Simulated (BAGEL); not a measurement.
# HF/6-31G(d) (density fitting with cc-pvqz-jkfit, spherical functions) run of GeO (SMILES [O]=[Ge])

Aim: the vertical ionisation energy of GeO at HF/6-31G* (density fitting with cc-pvqz-jkfit, spherical functions), from 2 runs. 

The results are computed with BAGEL 1.2.2.

11 further runs of the same task are left out: 7 that didn't finish, 4 set aside as unsound or not needed.

**1. Starting point**

GeO: 2 atoms, total charge 0, spin state singlet. SMILES: `[O]=[Ge]`. The coordinates come from a PBE0-D4/def2-TZVP relaxation.

Bond lengths: O1–Ge2 1.623 Å.

**2. A single-point energy at HF/6-31G(d) (density fitting with cc-pvqz-jkfit, spherical functions)**

The input, calc.json:

```json
{ "bagel" : [

{
  "title" : "molecule",
  "basis" : "6-31gs.json",
  "df_basis" : "cc-pvqz-jkfit",
  "angstrom" : true,
  "geometry" : [
    { "atom" : "O", "xyz" : [       0.000000,       0.000000,      -0.023040 ] },
    { "atom" : "Ge", "xyz" : [       0.000000,       0.000000,       1.599530 ] }
  ]
},

{
  "title" : "hf"
},

{
  "title" : "print",
  "file" : "orbitals.molden",
  "orbitals" : true
}

]}
```

The basis set 6-31G* is read from a file made from the Basis Set Exchange's data (not shown).

The run is started by

```
$ BAGEL_NUM_THREADS=1 BAGEL calc.json > calc.out
```

Log:

```text
* using 1 threads per process

  ===============================================================
  ===============================================================

  *** Geometry ***

  { "atom" : "O", "xyz" : [      0.000000,      0.000000,     -0.043539 ] },
  { "atom" : "Ge", "xyz" : [      0.000000,      0.000000,      3.022674 ] },

  Number of auxiliary basis functions:      324

  Since a DF basis is specified, we compute 2- and 3-index integrals:
    o Being stored without compression. Storage requirement is 0.005 GB

  Number of basis functions:       46
  Number of electrons      :       40

    * METHOD: MOLECULE                             0.08

  *** RHF ***

  === Nuclear Repulsion ===
    83.4906142302

      * DIIS with orbital gradients will be used.

  === RHF iteration (6-31gs.json) ===
      0      -2149.58604878          0.04091865           0.02
      1      -2149.05649405          0.07664083           0.02
      2      -2149.92037083          0.00326553           0.02
      3      -2149.92332500          0.00079718           0.02
      4      -2149.92353763          0.00035587           0.02
      5      -2149.92355890          0.00010437           0.02
      6      -2149.92356264          0.00002606           0.02
      7      -2149.92356308          0.00000987           0.02
      8      -2149.92356315          0.00000170           0.02
      9      -2149.92356315          0.00000043           0.02
     10      -2149.92356315          0.00000013           0.02
     11      -2149.92356315          0.00000005           0.02
     12      -2149.92356315          0.00000001           0.02
     13      -2149.92356315          0.00000000           0.02
    * SCF iteration converged.

    * Permanent dipole moment:
           (   -0.000000,     0.000000,    -1.513186) a.u.

    * METHOD: HF                                   0.34

    * METHOD: PRINT                                0.00

  ===============================================================
```

Run time: 0.58 s. Hardware: 1 thread of Arm Neoverse V2, shared host.

**3. The doublet cation, same level**

The input, input.json:

```json
{ "bagel": [

{
  "title": "molecule",
  "basis": "6-31gs.json",
  "df_basis": "cc-pvqz-jkfit",
  "angstrom": true,
  "geometry": [
    { "atom": "O", "xyz": [       0.000000,       0.000000,      -0.023040 ] },
    { "atom": "Ge", "xyz": [       0.000000,       0.000000,       1.599530 ] }
  ]
},

{ "title": "uhf", "charge": 1, "nopen": 1 },

{ "title": "print", "file": "orbitals.molden", "orbitals": true }

]}
```

The basis set 6-31G* is read from a file made from the Basis Set Exchange's data (not shown).

The run is started by

```
$ BAGEL_NUM_THREADS=1 BAGEL input.json > input.out
```

Log:

```text
* using 1 threads per process

  ===============================================================
  ===============================================================

  *** Geometry ***

  { "atom" : "O", "xyz" : [      0.000000,      0.000000,     -0.043539 ] },
  { "atom" : "Ge", "xyz" : [      0.000000,      0.000000,      3.022674 ] },

  Number of auxiliary basis functions:      324

  Since a DF basis is specified, we compute 2- and 3-index integrals:
    o Being stored without compression. Storage requirement is 0.005 GB

  Number of basis functions:       46
  Number of electrons      :       40

    * METHOD: MOLECULE                             0.08

  *** Open-shell HF ***

  === Nuclear Repulsion ===
    83.4906142302

      * DIIS with orbital gradients will be used.

  === UHF iteration (6-31gs.json) ===
      0      -2149.22714855          0.07381419           0.03
      1      -2148.71097976          0.14593101           0.03
      2      -2148.58005465          0.13889105           0.03
      3      -2149.53279772          0.00840486           0.03
      4      -2149.54606869          0.00518280           0.03
      5      -2149.55353812          0.00399719           0.03
      6      -2149.56003505          0.00307543           0.03
      7      -2149.56679423          0.00131318           0.03
      8      -2149.56786289          0.00054458           0.03
      9      -2149.56804679          0.00034274           0.03
     10      -2149.56805729          0.00011117           0.03
     11      -2149.56806603          0.00002805           0.03
     12      -2149.56806753          0.00000914           0.03
     13      -2149.56806858          0.00000513           0.03
     14      -2149.56806897          0.00000267           0.03
     15      -2149.56806911          0.00000070           0.03
     16      -2149.56806912          0.00000038           0.03
     17      -2149.56806912          0.00000010           0.03
     18      -2149.56806912          0.00000007           0.03
     19      -2149.56806912          0.00000002           0.03
     20      -2149.56806912          0.00000000           0.03
    * SCF iteration converged.

    * S^2 (UHF) is 0.7961

    * Permanent dipole moment:
           (   -0.000000,     0.000000,    -1.141293) a.u.

    * METHOD: UHF                                  0.81

    * METHOD: PRINT                                0.00

  ===============================================================
```

Run time: 1.1 s. Hardware: 1 thread of Arm Neoverse V2, shared host.

**4. Summary of results**

At HF/6-31G* (density fitting with cc-pvqz-jkfit, spherical functions):

| quantity | value |
| --- | --- |
| singlet GeO: total energy | -2149.92356 Eh |
| singlet GeO: dipole moment | 3.85 D |
| singlet GeO: HOMO energy | -11.49 eV |
| singlet GeO: LUMO energy | 1.05 eV |
| singlet GeO: HOMO–LUMO gap | 12.55 eV |
| doublet cation: total energy | -2149.56807 Eh |
| doublet cation: ⟨S²⟩ | 0.796 |
| vertical ionisation energy (to the doublet cation) | 9.673 eV |

What this shows: Removing an electron at fixed nuclei costs 9.67 eV (223 kcal/mol). −ε(HOMO) before ionisation, 11.49 eV, is 1.82 eV above this ionisation energy.
